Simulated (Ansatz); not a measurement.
What does this script print? It uses Ansatz's Python interface.

Input file `c4h7n.xyz`:
```text
12

C    -1.01170    1.57560   -0.18350
N    -0.08500    1.16910    0.51600
C     0.15380   -0.15960    0.32900
C    -0.21890   -1.05990    1.19880
C     1.10540   -0.54360   -0.80600
H    -1.34410    2.69800   -0.12030
H    -1.62390    1.00160   -0.88850
H    -0.02460   -2.10820    1.09800
H    -0.91270   -0.74970    2.07870
H     2.05290    0.00760   -0.68120
H     0.63520   -0.28660   -1.72990
H     1.35050   -1.59950   -0.77710
```

`c4h7n.py`
```python
"""X-H bond energies and deprotonation of C4H7N without relaxation."""

import ansatz as az


def energy_of(molecule, charge=0, unpaired=0):
    calc = (
        molecule.calculation()
        .basis(gaussian="def2-SVPD")
        .functional("pbe", dispersion="d3bj")
        .scf(lower_state_search="light")
    )
    if charge:
        calc = calc.charge(charge)
    if unpaired:
        calc = calc.spin("collinear", total=unpaired)
    return calc.run().report["free_energy_ev"]

def without(molecule, index):
    rest = az.Crystal.molecule()
    for i, site in enumerate(molecule.cartesian_sites):
        if i != index:
            rest = rest.atom(site.symbol, site.position_ang)
    return rest


def main() -> None:
    mol = az.Crystal.molecule_from_extxyz("c4h7n.xyz")

    whole = energy_of(mol, 0)
    hydrogen = energy_of(az.Crystal.molecule().atom("H", (0, 0, 0)), 0, 1)
    print(f"E(molecule) = {whole:.5f} eV, E(H) = {hydrogen:.5f} eV")
    for index in [6, 8, 11]:
        radical = energy_of(without(mol, index), 0, 1)
        print(f"H{index}: homolysis {(radical + hydrogen - whole):.3f} eV")
        anion = energy_of(without(mol, index), -1)
        print(f"H{index}: loss of a proton {(anion - whole):.3f} eV")


if __name__ == "__main__":
    main()
```

`python c4h7n.py` gives:
```text
E(molecule) = -5739.11477 eV, E(H) = -13.56840 eV
H6: homolysis 4.422 eV
H6: loss of a proton 17.457 eV
H8: homolysis 5.057 eV
H8: loss of a proton 18.135 eV
H11: homolysis 4.997 eV
H11: loss of a proton 17.799 eV
```

What to keep in mind:
- These settings explore the input space; basis and method may be short of convergence.
- The geometry is a force-field or estimated start, not a minimum of this method, and the basis set is short of its limit. All parts are taken at fixed geometry, without zero-point energy.
- This functional overbinds, so such energies come out a few per cent too high (LDA far more).
- Hardware and time: 50 s on 1 thread of Intel(R) Xeon(R) Platinum 8259CL CPU @ 2.50GHz (Skylake/Cascade Lake) (shared host), peak memory 0.27 GiB.

(Lines on the test bed's own set-up are left out of the output.)
